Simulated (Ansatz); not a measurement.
# C₂H₅NSiZn: one species, many methods

An exercise on one series of results from a longer session: the logs are not shown, and one member is left open.

The runs use Ansatz 0.2.0, Gaussian basis; functionals in def2-TZVPP, the program's frozen cores in correlated methods.

Plan: PBE-D4, r2SCAN-D4, PBE0-D4, B3LYP-D4, ωB97X-V, ωB97M-V, B2PLYP; CCSD(T)/def2-TZVPP; MP2/def2-QZVPP; extrapolation to the limit.

## The relaxed structure

An earlier PBE0-D4 in a triple-zeta def2 set relaxation fixed the geometry.

10 atoms, charge 0, spin multiplicity 1.

Atoms are counted from 1 here; the program's logs count them from 0.

Bond lengths: C1–N2 1.275 Å, C1–H6 1.097 Å, C1–H7 1.087 Å, N2–C3 1.371 Å, C3–Si4 1.740 Å, C3–H8 1.097 Å, Si4–H9 1.481 Å, Si4–H10 1.479 Å. Angles: N2–C1–H6 122.7°, N2–C1–H7 119.2°, H6–C1–H7 118.1°, C1–N2–C3 119.8°, N2–C3–Si4 120.1°, N2–C3–H8 118.9°, Si4–C3–H8 120.5°, C3–Si4–H9 119.1°, C3–Si4–H10 120.7°, H9–Si4–H10 115.5°.

Set-up of the first run:

in.yaml reads:

```yaml
crystal:
  periodic: [false, false, false]
  atoms:
    - {symbol: C, position_ang: [-0.898071, -1.387177, 1.467477]}
    - {symbol: N, position_ang: [-0.772839, -0.734201, 0.379233]}
    - {symbol: C, position_ang: [0.062018, 0.352304, 0.328571]}
    - {symbol: Si, position_ang: [0.290896, 1.206740, -1.170031]}
    - {symbol: Zn, position_ang: [2.258231, -0.239382, -2.641818]}
    - {symbol: H, position_ang: [-0.361235, -1.117160, 2.385773]}
    - {symbol: H, position_ang: [-1.567255, -2.242896, 1.499111]}
    - {symbol: H, position_ang: [0.680354, 0.587969, 1.203744]}
    - {symbol: H, position_ang: [1.062398, 2.470987, -1.166554]}
    - {symbol: H, position_ang: [-0.671395, 1.051614, -2.282506]}
basis:
  gaussian: {orbitals: def2-TZVPP}
hamiltonian: {xc: pbe, dispersion: d4}
output: {forces: true, orbitals: {seedname: orbitals}}
```

Run with:

```
$ ansatz run in.yaml --threads 2 --pin off --events-out ev --progress --plain --max-ram 32768MiB --backend cpu
```

Steps of the session up to this table: PBE-D4 (GGA); r2SCAN-D4 (meta-GGA); PBE0-D4 (hybrid); B3LYP-D4 (hybrid); ωB97X-V (range-separated); ωB97M-V (range-separated); B2PLYP (double hybrid); CCSD(T) in def2-TZVPP; MP2 in def2-QZVPP.

One table of the session follows, with a row left open; its other results are not shown here.

```
            method  atomisation energy (kcal/mol)
            PBE-D4                          809.6
         r2SCAN-D4                          785.1
           PBE0-D4                          786.6
          B3LYP-D4                          787.2
           ωB97X-V                          778.2
           ωB97M-V                          779.1
            B2PLYP                          772.3
     HF/def2-TZVPP                          527.8
    MP2/def2-TZVPP                          766.1
   CCSD/def2-TZVPP                          735.7
CCSD(T)/def2-TZVPP                          753.4
           MP2/CBS                          789.7
       CCSD(T)/CBS                              ?
```

Estimate the missing values for CCSD(T)/CBS.

As computed: atomisation energy (kcal/mol): 777.0. In the column «atomisation energy (kcal/mol)» it lies between B2PLYP (772.3) and ωB97X-V (778.2).

Caveats from the session: Free atoms (2 C, 1 N, 1 Si, 1 Zn, 5 H) were run apart at each level; the atomisation energy is their sum less the molecule, without zero-point or spin-orbit terms.
